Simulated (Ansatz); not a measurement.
# PbF2: stress in a strained cell

PbF2 is deformed so: equal xx and yy strain of +2 %. What stress and forces result, by LAPW, PAW and all-electron datasets made for the crystal?

Method: DFT LDA, scalar-relativistic, in Ansatz 0.2.0.

**1. The structure to begin with**

The structure is cubic, space group Fm-3m (No. 225). The conventional cell has a = 5.940 Å, b = 5.940 Å, c = 5.940 Å, α = 90.00°, β = 90.00°, γ = 90.00°. Around Pb (site symmetry m-3m) lie 8 F at 2.57 Å. F (site symmetry -43m) has 4 Pb at 2.57 Å in its first shell of neighbours.

As a file:

```
Pb F
1.0
     0.00000    2.96985    2.96985
     2.96985    0.00000    2.96985
     2.96985    2.96985    0.00000
Pb F
1 2
Direct
  0.00000 0.00000 0.00000
  0.25000 0.25000 0.25000
  0.75000 0.75000 0.75000
```

Atoms are numbered in the order of the input: Pb1, F2, F3.

**2. After the deformation**

Space group Fm-3m before, I4/mmm after.

**3. All-electron LAPW**

Input file input.yaml:

```yaml
crystal:
  lattice:
    - [0.0, 3.029247, 2.96985]
    - [3.029247, 0.0, 2.96985]
    - [3.029247, 3.029247, 0.0]
  atoms:
    - { symbol: Pb, position: [0.0, 0.0, 0.0] }
    - { symbol: F, position: [0.25, 0.25, 0.25] }
    - { symbol: F, position: [0.75, 0.75, 0.75] }
kpoints:
  mp_grid: { grid: [7, 7, 7] }
  band_path:
    path:
      - [0.0, 0.0, 0.0]
      - [0.0, 0.5, 0.5]
      - [0.25, 0.75, 0.5]
      - [0.0, 0.5, 0.0]
      - [0.0, 0.0, 0.0]
      - [0.5, 0.5, 0.0]
      - [0.38005, 0.61995, 0.0]
      - [-0.38005, 0.38005, 0.0]
      - [0.0, 0.0, 0.0]
    npoints: 5
scf:
  occupations: { method: fermi_dirac, width: 0.03 }
hamiltonian:
  xc: lda
  pseudopotentials: { kind: all_electron, lapw: { basis_error: 0.0005 } }
output:
  forces: true
  stress: true
  eigenvalues: true
```

Started as:

```bash
ansatz run input.yaml --threads 1 --pin off --max-ram 4096MiB --backend cpu --events-out ev --progress --plain --runs-dir out
```

**4. Frozen-core PAW**

Input file input.yaml:

```yaml
crystal:
  lattice:
    - [0.0, 3.029247, 2.96985]
    - [3.029247, 0.0, 2.96985]
    - [3.029247, 3.029247, 0.0]
  atoms:
    - { symbol: Pb, position: [0.0, 0.0, 0.0] }
    - { symbol: F, position: [0.25, 0.25, 0.25] }
    - { symbol: F, position: [0.75, 0.75, 0.75] }
kpoints:
  mp_grid: { grid: [7, 7, 7] }
scf:
  occupations: { method: fermi_dirac, width: 0.03 }
hamiltonian:
  xc: lda
  pseudopotentials: { kind: paw }
output:
  forces: true
  stress: true
  eigenvalues: true
  efg: { contact_densities: true }
  write_density: true
  write_potential: true
  elf: true
  volumetric_format: npy
```

**5. All-electron PAW on datasets made for the crystal**

input.yaml, as its differences from that of step 4:

```diff
@@ -15,3 +15,3 @@
   xc: lda
-  pseudopotentials: { kind: paw }
+  pseudopotentials: { kind: all_electron, datasets: crystal }
 output:
@@ -21,5 +21 @@
   efg: { contact_densities: true }
-  write_density: true
-  write_potential: true
-  elf: true
-  volumetric_format: npy
```

(Steps that only read results are left out.)

**Question.** What will these runs give? Wanted: pressure; largest shear or deviatoric stress.

As calculated:

```
                                 quantity                                              value
                                 pressure  LAPW -7.17, PAW -7.20, crystal datasets -7.17 GPa
largest shear or deviatoric stress (LAPW)                                           0.75 GPa
```

**Reading.** The largest part of the stress beyond the pressure is 0.75 GPa in size, in the zz component; the atoms are carried along and not relaxed. No run of the undeformed cell stands beside it, so pressure and stress hold what the given cell had before the change, as far as its symmetry allows. PAW: stress within 0.03 GPa of LAPW. Crystal datasets: stress within 0.01 GPa of LAPW. Spin-orbit coupling is left out, though the cell holds Pb; in elements this heavy it can shift bands and gaps by tenths of an eV.

These are semilocal Kohn-Sham gaps, which aren't the measured quantity. Such gaps usually fall short of the measured ones; spin-orbit coupling, left out here, narrows gaps with Pb, so the two errors partly cancel.
